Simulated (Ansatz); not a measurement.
# Si2H3Cl3: up Jacob's ladder to CCSD(T)

An exercise on one series of results from a longer session: the logs are not shown, and one member is left open.

The runs use Ansatz 0.2.0, Gaussian basis; functionals in def2-TZVPP, the program's frozen cores in correlated methods.

The runs, in order: LDA (SPW92), PBE-D4, revPBE-D4, BLYP-D4, r2SCAN-D4, B97M-V, PBE0-D4, B3LYP-D4, r2SCANh-D4, r2SCAN0-D4, HSE06-D4, BHLYP-D4, CAM-B3LYP-D4, LC-ωPBE, ωB97X-V, ωB97M-V, B2PLYP, PBE-QIDH; CCSD(T)/def2-SVP; CCSD(T)/def2-TZVPP; MP2/def2-QZVPP; extrapolation to the limit; RPA on PBE.

### Structure used throughout

All runs share one geometry, relaxed beforehand with PBE0-D4 in a triple-zeta def2 set.

SMILES `Cl[SiH2][SiH](Cl)Cl`, 8 atoms, charge 0, spin multiplicity 1.

Atoms are counted from 1 here; the program's logs count them from 0.

Bond lengths: Cl1–Si2 2.056 Å, Si2–Si3 2.338 Å, Si2–H6 1.484 Å, Si2–H7 1.482 Å, Si3–Cl4 2.047 Å, Si3–Cl5 2.052 Å, Si3–H8 1.480 Å. Angles: Cl1–Si2–Si3 108.2°, Cl1–Si2–H6 108.6°, Cl1–Si2–H7 109.1°, Si3–Si2–H6 110.6°, Si3–Si2–H7 110.0°, H6–Si2–H7 110.3°, Si2–Si3–Cl4 109.1°, Si2–Si3–Cl5 107.6°, Si2–Si3–H8 114.7°, Cl4–Si3–Cl5 109.8°, Cl4–Si3–H8 107.8°, Cl5–Si3–H8 107.9°.

The first run:

Contents of in.yaml:

```yaml
crystal:
  periodic: [false, false, false]
  atoms:
    - {symbol: Cl, position_ang: [-0.458726, 0.128409, 2.609592]}
    - {symbol: Si, position_ang: [-0.094290, 0.920778, 0.747297]}
    - {symbol: Si, position_ang: [0.244634, -0.847419, -0.744068]}
    - {symbol: Cl, position_ang: [-1.463117, -1.970546, -0.847971]}
    - {symbol: Cl, position_ang: [0.656667, -0.037564, -2.583772]}
    - {symbol: H, position_ang: [1.114063, 1.777978, 0.825061]}
    - {symbol: H, position_ang: [-1.266758, 1.723236, 0.324478]}
    - {symbol: H, position_ang: [1.359629, -1.751973, -0.386418]}
basis:
  gaussian: {orbitals: def2-TZVPP}
hamiltonian: {xc: lda}
output: {orbitals: {seedname: orbitals}}
```

Among the steps run: LDA; PBE-D4 (GGA); revPBE-D4 (GGA); BLYP-D4 (GGA); r2SCAN-D4 (meta-GGA); B97M-V (meta-GGA); PBE0-D4 (hybrid); B3LYP-D4 (hybrid); r2SCANh-D4 (hybrid); r2SCAN0-D4 (hybrid); HSE06-D4 (hybrid); BHLYP-D4 (hybrid); CAM-B3LYP-D4 (range-separated); LC-ωPBE-D4 (range-separated; the results give it without D4); ωB97X-V (range-separated); ωB97M-V (range-separated); B2PLYP (double hybrid); PBE-QIDH (double hybrid).

One table of the session follows, with a row left open; its other results are not shown here.

It belongs to the step «Frontier levels by functional». 

```
  functional  HOMO (eV)  gap (eV)
 LDA (SPW92)      -7.12      4.93
      PBE-D4      -7.03      5.10
   revPBE-D4      -6.99      5.18
     BLYP-D4      -6.90      5.18
   r2SCAN-D4      -7.33      5.67
      B97M-V      -7.43      5.68
     PBE0-D4      -8.24      7.16
    B3LYP-D4      -8.04      6.82
  r2SCANh-D4      -7.77      6.40
  r2SCAN0-D4      -8.43      7.50
    HSE06-D4      -7.85      6.39
    BHLYP-D4          ?         ?
CAM-B3LYP-D4      -9.53      9.56
     LC-ωPBE     -10.83     11.95
     ωB97X-V     -10.51     11.52
     ωB97M-V     -10.27     11.03
```

**Question.** Estimate the row for BHLYP-D4.

Worked estimate for «HOMO (eV)». Against the share of exact exchange, BLYP-D4 (0, -6.90), B3LYP-D4 (0.2, -8.04) give a slope of -5.70 per unit share; at 0.5 the line stands at -9.75.

As computed: HOMO (eV): -9.36; gap (eV): 9.27. In «HOMO (eV)» the line misses by -0.39.
